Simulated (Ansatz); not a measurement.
Run this with Ansatz's Python interface and show what comes out.

The script, `prototypes.py`:
```python
"""Structural preference of HfO2 among simple prototypes."""

import ansatz as az
import numpy as np
import spglib


def fluorite(first, second, a):
    return (
        az.Lattice.fcc(a)
        .space_group(225)
        .atom(first, (0, 0, 0))
        .atom(second, (0.25, 0.25, 0.25))
        .primitive()
    )


def alb2(a_site, b_site, a):
    return (
        az.Lattice.from_parameters(a, a, 1.1 * a, alpha=90, beta=90, gamma=120)
        .space_group(191)
        .atom(a_site, (0, 0, 0))
        .atom(b_site, (1 / 3, 2 / 3, 0.5))
    )


def cdi2(a_site, b_site, a):
    return (
        az.Lattice.from_parameters(a, a, 1.6 * a, alpha=90, beta=90, gamma=120)
        .space_group(164)
        .atom(a_site, (0, 0, 0))
        .atom(b_site, (1 / 3, 2 / 3, 0.25))
    )


def run_phase(name, crystal, relax=True):
    calc = (
        crystal.calculation()
        .functional("pbesol")
        .scf(tolerance=1e-05)
        .basis(460)
        .kpoints(spacing=0.34)
        .occupations("fermi_dirac", width=0.02)
        .stress()
        .band_table()
    )
    if relax:
        calc = calc.relax(force_tolerance=0.03, max_steps=40, cell=True)
    return calc.run(threads=1)

def bulk_modulus(name, outcome, step=0.015):
    # B = -V dP/dV from the pressures of two uniformly scaled cells, atoms held at their fractions
    pressure = []
    for factor in (1 - step, 1.0, 1 + step):
        cell = az.Crystal(lattice=az.Lattice.of(outcome.lattice.cell_ang * factor ** (1 / 3)))
        for site in outcome.report["lattice"]["sites"]:
            cell = cell.atom(site["symbol"], site["position_frac"])
        pressure.append(np.trace(run_phase(name, cell, relax=False).report["stress_gpa"]) / 3)
    slope, bend = (pressure[0] - pressure[2]) / (2 * step), abs(pressure[0] + pressure[2] - 2 * pressure[1])
    # a jump of mesh or basis between the cells shows as a kink: no modulus then
    return float(slope) if bend < 12 * step**2 * abs(slope) + 0.15 and abs(pressure[1]) < 1.5 else float("nan")

def relaxed_twice(name, crystal):
    # the second pass draws mesh and plane waves anew for the relaxed cell
    first = run_phase(name, crystal)
    again = az.Crystal(lattice=az.Lattice.of(first.lattice.cell_ang))
    for site in first.report["lattice"]["sites"]:
        again = again.atom(site["symbol"], site["position_frac"])
    return run_phase(name, again)


def pressure_gpa(outcome):
    return float(np.trace(outcome.report["stress_gpa"]) / 3)


def space_group(outcome):
    sites = outcome.report["lattice"]["sites"]
    kinds = sorted({site["symbol"] for site in sites})
    cell = (outcome.lattice.cell_ang, [site["position_frac"] for site in sites], [kinds.index(site["symbol"]) for site in sites])
    return spglib.get_spacegroup(cell, symprec=0.01)


def gap_ev(outcome):
    # nan where the run reports no band edges: a metal, overlapping bands, or a gap that is small against the smearing
    edges = outcome.report.get("band_edges_ev")
    return edges[1] - edges[0] if edges else float("nan")


def main() -> None:
    # starting lattice constants are rough guesses; the relaxation finds the rest
    phases = {}
    phases["fluorite"] = fluorite("Hf", "O", 5.12)
    phases["AlB2"] = alb2("Hf", "O", 3.22)
    phases["CdI2"] = cdi2("Hf", "O", 3.03)

    done = {}
    for name, crystal in phases.items():
        try:
            done[name] = relaxed_twice(name, crystal)
        except az.NonConvergedError as error:
            print(name, "did not converge:", str(error)[:120])

    energy = {name: o.report["energy_sigma0_ev"] / len(o.lattice.sites) for name, o in done.items()}
    lowest = min(energy.values())
    rows = [(name, len(o.lattice.sites), 1000 * (energy[name] - lowest), pressure_gpa(o), space_group(o), gap_ev(o), bulk_modulus(name, o)) for name, o in done.items()]
    rows.sort(key=lambda row: row[2])
    print("| phase | atoms | dE (meV/atom) | P (GPa) | space group | gap (eV) | B (GPa) |")
    print("| --- | --- | --- | --- | --- | --- | --- |")
    for row in rows:
        print(f"| {row[0]} | {row[1]:d} | {row[2]:.1f} | {row[3]:.2f} | {row[4]} | {row[5]:.2f} | {row[6]:.0f} |")


if __name__ == "__main__":
    main()
```

Output of `python prototypes.py`:
```text
DeckWarning: scf.convergence.dr2_threshold = 1e-5 eV is looser than this run's default, which is 1e-7 eV or tighter. The error in the forces grows as the threshold's square root, so leave the key out unless less accurate forces are enough
DeckWarning: relax.cell: scf.convergence.dr2_threshold = 1e-5 eV is looser than the 3e-10 eV advised for a relaxation that steers and ends on the stress (1e-10 eV for each atom of the cell: 3). What an SCF threshold leaves in a stress goes as its square root, and in the free energy as the threshold itself, and one [...]
DeckWarning: output.stress: scf.convergence.dr2_threshold = 1e-5 eV is looser than the 3e-10 eV advised for a printed stress (1e-10 eV for each atom of the cell: 3). What an SCF threshold leaves in a stress goes as its square root, and in the free energy as the threshold itself, and one threshold admits the most on a [...]
| phase | atoms | dE (meV/atom) | P (GPa) | space group | gap (eV) | B (GPa) |
| --- | --- | --- | --- | --- | --- | --- |
| fluorite | 3 | 0.0 | 0.00 | Fm-3m (225) | 3.89 | 265 |
| CdI2 | 3 | 203.6 | 0.01 | P-3m1 (164) | 4.74 | 176 |
| AlB2 | 3 | 1874.4 | 0.02 | P6/mmm (191) | nan | 242 |
```
(Warnings from the package without file and line, shortened.)

By space group at the end of each run: Fm-3m (+0 meV an atom, 10.7 Å³), P-3m1 (+204 meV an atom, 15.4 Å³) and P6/mmm (+1872 meV an atom, 9.7 Å³).

Caveats:
- The settings weren't tested for convergence.
- Spin is left out of this run.
- For the metals among these phases the mesh is modest: differences between phases can be off by up to 40 meV an atom.
- This is a high-temperature or high-pressure form, not the ambient phase.
- Pressure is positive in compression.
- Levels are Kohn-Sham eigenvalues on this mesh, without spin-orbit coupling.
- The cells are built on prototypes, so most aren't the phase found in nature. Rows bear the name of their start, and a relaxation keeps or raises the symmetry. Differences under about 40 meV an atom lie within the error of mesh and functional.
- Hardware and time: 95 s on 1 thread of Arm Neoverse V1, on a shared host, peak memory 0.45 GiB.

(Lines on the test bed's own set-up are left out of the output.)
